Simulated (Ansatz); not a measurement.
**C₂H₁₀BNSi₂: how energies converge with the basis set**

Aim: see how fast density functionals converge with the basis set for C₂H₁₀BNSi₂.

The runs use Ansatz 0.2.0, Gaussian basis; one geometry, several basis sets.

The runs, in order: PBE0-D4/def2-SVP; ωB97M-V/def2-SVP; PBE0-D4/def2-QZVPP; ωB97M-V/def2-QZVPP; the functionals' def2-TZVPP values are taken from earlier runs.

**1. The relaxed structure**

An earlier PBE0-D4 in a triple-zeta def2 set relaxation fixed the geometry.

SMILES `BN(C=C)[SiH2][SiH3]`, 16 atoms, charge 0, spin multiplicity 1.

Atoms are counted from 1 here; the program's logs count them from 0.

Bond lengths: B1–N2 1.408 Å, B1–H7 1.194 Å, B1–H8 1.198 Å, N2–C3 1.402 Å, N2–Si5 1.773 Å, C3–C4 1.330 Å, C3–H9 1.086 Å, C4–H10 1.081 Å, C4–H11 1.084 Å, Si5–Si6 2.348 Å, Si5–H12 1.489 Å, Si5–H13 1.481 Å, Si6–H14 1.489 Å, Si6–H15 1.486 Å, Si6–H16 1.487 Å. Angles: N2–B1–H7 119.5°, N2–B1–H8 118.7°, H7–B1–H8 121.8°, B1–N2–C3 120.0°, B1–N2–Si5 120.9°, C3–N2–Si5 119.0°, N2–C3–C4 126.1°, N2–C3–H9 113.5°, C4–C3–H9 120.4°, C3–C4–H10 119.8°, C3–C4–H11 123.2°, H10–C4–H11 117.0°, N2–Si5–Si6 110.9°, N2–Si5–H12 109.6°, N2–Si5–H13 106.2°, Si6–Si5–H12 110.3°, Si6–Si5–H13 110.6°, H12–Si5–H13 109.1° and more.

**2. PBE0-D4 in def2-SVP**

in.yaml

```yaml
crystal:
  periodic: [false, false, false]
  atoms:
    - {symbol: B, position_ang: [-1.846036, -1.344480, -0.736246]}
    - {symbol: N, position_ang: [-0.577306, -0.858891, -0.367321]}
    - {symbol: C, position_ang: [0.468822, -0.849624, -1.300611]}
    - {symbol: C, position_ang: [1.723814, -0.477687, -1.067152]}
    - {symbol: Si, position_ang: [-0.295473, -0.178191, 1.245094]}
    - {symbol: Si, position_ang: [0.249644, 2.101877, 1.108828]}
    - {symbol: H, position_ang: [-2.732042, -1.341354, 0.064433]}
    - {symbol: H, position_ang: [-2.005081, -1.747956, -1.852555]}
    - {symbol: H, position_ang: [0.169513, -1.185198, -2.289045]}
    - {symbol: H, position_ang: [2.449507, -0.500971, -1.868394]}
    - {symbol: H, position_ang: [2.076525, -0.156191, -0.093686]}
    - {symbol: H, position_ang: [0.795665, -0.931421, 1.922308]}
    - {symbol: H, position_ang: [-1.555248, -0.368578, 2.000263]}
    - {symbol: H, position_ang: [-0.150768, 2.761231, 2.382626]}
    - {symbol: H, position_ang: [1.705474, 2.324808, 0.907798]}
    - {symbol: H, position_ang: [-0.499908, 2.729927, -0.011940]}
basis:
  gaussian: {orbitals: def2-SVP}
hamiltonian: {xc: pbe0, dispersion: d4}
output: {orbitals: {seedname: orbitals}}
```

The runs that follow: ωB97M-V in def2-SVP; PBE0-D4 in def2-QZVPP; ωB97M-V in def2-QZVPP.

Q: Predict the results of all the runs planned. Wanted: PBE0-D4: double and triple zeta above quadruple; ωB97M-V: double and triple zeta above quadruple.

**Answer**, as computed:

| quantity | value |
| --- | --- |
| PBE0-D4: double and triple zeta above quadruple | 11.12, 0.79 eV |
| ωB97M-V: double and triple zeta above quadruple | 11.38, 0.74 eV |

For PBE0-D4 the step from double to triple zeta gains 10.33 eV and the next only 0.79 eV. Total energies overstate the basis error of differences, where much of it tends to cancel. The LUMO of ωB97M-V is positive and keeps falling with the basis (1.50 to 0.92 eV): an unbound level that the basis holds in place.
